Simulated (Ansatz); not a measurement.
A first try at energies of removing a hydrogen of BGeH7NP, SMILES B[P](N)[GeH3], using Ansatz 0.2.0 through its Python package.

`bgeh7np_bde.py`
```python
'''Cost of removing each kind of hydrogen from BGeH7NP, fragments frozen.'''

import ansatz as az

BASIS = 'def2-SVPD'
FUNCTIONAL = 'b3lyp'


def total_energy(molecule, charge=0, unpaired=0):
    calc = molecule.calculation().basis(gaussian=BASIS).functional(FUNCTIONAL)
    if charge:
        calc = calc.charge(charge)
    if unpaired:
        calc = calc.spin('collinear', total=unpaired)
    report = calc.report
    if report['published_state_doubts']:
        print('  doubts:', report['published_state_doubts'])
    return report['free_energy_ev']

def without(molecule, index):
    rest = az.Crystal.molecule()
    for i, site in enumerate(molecule.cartesian_sites):
        if i != index:
            rest = rest.atom(site.symbol, site.position_ang)
    return rest


def main() -> None:
    system = (
        az.Crystal.molecule()
        .atom('B', [-0.965, 1.5009, 0.1199])
        .atom('P', [-1.1666, -0.3805, 0.2342])
        .atom('N', [-0.2212, -0.5228, 1.7304])
        .atom('Ge', [0.6543, -0.7697, -1.1995])
        .atom('H', [-1.3285, 2.0877, -0.9059])
        .atom('H', [-0.6315, 2.1947, 1.0281])
        .atom('H', [0.7592, -0.0466, 1.6142])
        .atom('H', [0.0501, -1.5236, 1.8723])
        .atom('H', [0.1437, -0.4378, -2.6037])
        .atom('H', [0.9914, -2.2709, -1.0759])
        .atom('H', [1.7795, 0.1118, -0.7936])
    )

    whole = total_energy(system, 0)
    hydrogen = total_energy(az.Crystal.molecule().atom('H', (0, 0, 0)), 0, 1)
    print(f'E(molecule) = {whole:.5f} eV, E(H) = {hydrogen:.5f} eV')
    for index in [5, 7, 10]:
        radical = total_energy(without(system, index), 0, 1)
        print(f'H{index}: homolysis {23.060548 * (radical + hydrogen - whole):.1f} kcal/mol')
        anion = total_energy(without(system, index), -1)
        print(f'H{index}: loss of a proton {23.060548 * (anion - whole):.1f} kcal/mol')


if __name__ == '__main__':
    main()
```

```console
$ python bgeh7np_bde.py
Traceback (most recent call last):
  File "bgeh7np_bde.py", line 55, in <module>
    main()
    ~~~~^^
  File "bgeh7np_bde.py", line 44, in main
    whole = total_energy(system, 0)
  File "bgeh7np_bde.py", line 15, in total_energy
    report = calc.report
             ^^^^^^^^^^^
AttributeError: 'Calculation' object has no attribute 'report'
$ echo $?
1
```

Find the fault and give the corrected script.

The fault: the calculation is never run. The change:

```diff
--- before
+++ after
@@ -14,3 +14,3 @@
         calc = calc.spin('collinear', total=unpaired)
-    report = calc.report
+    report = calc.run(threads=1, backend='cpu').report
     if report['published_state_doubts']:
```

With that change:

```console
$ python bgeh7np_bde.py
E(molecule) = -68077.02086 eV, E(H) = -13.63995 eV
H5: homolysis 106.5 kcal/mol
H5: loss of a proton 403.0 kcal/mol
H7: homolysis 106.3 kcal/mol
H7: loss of a proton 388.3 kcal/mol
H10: homolysis 83.5 kcal/mol
H10: loss of a proton 357.7 kcal/mol
```

Caveats:
- Total energies depend on the basis set; only differences at equal settings carry meaning.
- The geometry is a force-field or estimated start, not a minimum of this method, and the basis set is short of its limit. All parts are taken at fixed geometry, without zero-point energy.
- b3lyp holds the VWN-RPA fit, as in Gaussian; the form of ORCA and Turbomole is b3lyp5.
- Run time: 67 s on 1 thread of Arm Neoverse V2 (shared host), peak memory 0.55 GiB.
